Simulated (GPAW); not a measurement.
BaTiO3:

```
Ba Ti O
1.0
     4.00600    0.00000    0.00000
     0.00000    4.00600    0.00000
     0.00000    0.00000    4.00600
Ba Ti O
1 1 3
Direct
  0.50000 0.50000 0.50000
  0.00000 0.00000 0.00000
  0.00000 0.00000 0.50000
  0.00000 0.50000 0.00000
  0.50000 0.00000 0.00000
```

Base run:

| Item | Value |
| --- | --- |
| Program | GPAW 26.7.0 |
| Functional | PBEsol |
| Potentials or basis | PAW data sets generated in the run's folder for this functional |
| Cutoff | 800 eV |
| Basis | pw |
| k mesh | 7 × 7 × 7 |
| Occupations | fermi-dirac, width 0.05 eV |
| Spin | no spin polarisation |
| Hubbard terms | Ti d U = 8 eV |

Its results: band gap on the k mesh 3.01 eV, indirect (least direct gap 3.17 eV); pressure 0.7 GPa.

Question: The run is repeated on the same cell with these changes: hubbard terms from Ti d U = 8 eV to Ti d U = 6 eV. What comes out?

Answer: Band gap on the k mesh 2.67 eV, indirect (least direct gap 2.81 eV); pressure -0.4 GPa.

Caveats: spin-orbit coupling is left out, which moves the levels of the heavy elements.

A k mesh can miss the band edges.

Not every run made on this cell is shown here.
